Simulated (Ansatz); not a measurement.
I need a cohesive energy from free atoms of LiMg and its free atoms. Use the Python package of Ansatz (0.2.0). Use (first run): PBEsol, PAW, cutoff 520 eV, Gaussian smearing of 0.02 eV.

`limg_limg.vasp`
```text
LiMg
1.0
   1.72461810   -2.46194851    0.00000000
   1.72461810    2.46194851    0.00000000
   0.00000000    0.00000000    4.88841310
Li Mg
1 1
Direct
   0.00000000    0.00000000    0.00000000
   0.50000000    0.50000000    0.50000000
```

`cohesive_limg.py`
```python
"""Cohesive energy of LiMg from free atoms."""

from collections import Counter
import logging
import sys
import warnings

import ansatz as az
from ase.io import read

logging.basicConfig(stream=sys.stdout, format="%(levelname)s:%(name)s:%(message)s")
logger = logging.getLogger("run")
logger.setLevel(logging.INFO)

params = {
    "functional": "pbesol",
    "extra_bands": 6,
    "cutoff_ev": 520,
    "kspacing": 0.39,
    "filling": "gaussian",
    "sigma": 0.02,
}


def counts(outcome):
    return Counter(site.symbol for site in outcome.lattice.sites)

UNPAIRED = {"Li": 1, "Mg": 0}  # unpaired electrons of the free atoms


def ground_state(name, crystal):
    calc = (
        crystal.calculation()
        .functional(params["functional"])
        .accuracy("low")
        .scf(extra_bands=params["extra_bands"])
        .basis(params["cutoff_ev"])
        .kpoints(spacing=params["kspacing"])
        .occupations(params["filling"], width=params["sigma"])
    )
    if name.endswith(" atom"):
        calc = calc.kpoints(1, 1, 1).occupations("fermi_dirac", width=0.01)
        if UNPAIRED[name.split()[0]]:
            calc = calc.spin("collinear")
        return calc.run()
    calc = calc.relax(force_tolerance=0.01, max_steps=40, cell=True)
    return calc.run()


def main() -> None:
    warnings.simplefilter("ignore", az.DeckWarning)

    phases = {}
    atoms = read("limg_limg.vasp", format="vasp")
    limg = az.Crystal.from_ase(atoms)
    phases["LiMg"] = limg
    # a box with unlike edges lets an open shell break the spherical symmetry
    for element, moment in UNPAIRED.items():
        phases[f"{element} atom"] = az.Lattice.orthorhombic(10.0, 10.5, 11.0).atom(element, (0.5, 0.5, 0.5), moment=moment or None)

    done = {}
    for name, crystal in phases.items():
        done[name] = ground_state(name, crystal)
        logger.info(f"{name}: {done[name].report['energy_sigma0_ev']:.4f} eV, {len(done[name].lattice.sites)} atoms")

    for element in UNPAIRED:
        atom = done[f"{element} atom"].report
        logger.info(f"{element} atom: {atom['energy_sigma0_ev']:.4f} eV, moment {atom['magnetization_mub']:.2f} muB")
    solid = done["LiMg"]
    n = counts(solid)
    binding = (sum(k * done[f"{e} atom"].report["energy_sigma0_ev"] for e, k in n.items()) - solid.report["energy_sigma0_ev"]) / sum(n.values())
    logger.info(f"cohesive energy {binding:.3f} eV/atom = {96.4853 * binding:.0f} kJ/mol of atoms (no zero-point energy)")


if __name__ == "__main__":
    main()
```

```console
$ python cohesive_limg.py
INFO:run:LiMg: -2115.1343 eV, 2 atoms
INFO:run:Li atom: -201.3325 eV, 1 atoms
INFO:run:Mg atom: -1910.3431 eV, 1 atoms
INFO:run:Li atom: -201.3325 eV, moment 1.00 muB
INFO:run:Mg atom: -1910.3431 eV, moment 0.00 muB
INFO:run:cohesive energy 1.729 eV/atom = 167 kJ/mol of atoms (no zero-point energy)
```

Reading the output:
- These settings explore the input space; cutoff and mesh may be short of convergence.
- Other magnetic orders than the one started from may lie lower.
- For the metals among these phases the mesh is modest: differences between phases can be off by up to 40 meV an atom.
- The cells come from databases of deposited and of computed structures, and not all need be stable phases.
- Free atoms in a box carry small image and symmetry errors, and spin-orbit coupling is left out.
- The script silences the warnings on its input, which a real study should read.
- Finished in 23 s on 1 thread of Intel(R) Xeon(R) 6975P-C (Granite Rapids), with other jobs on the host, peak memory 1.1 GiB.
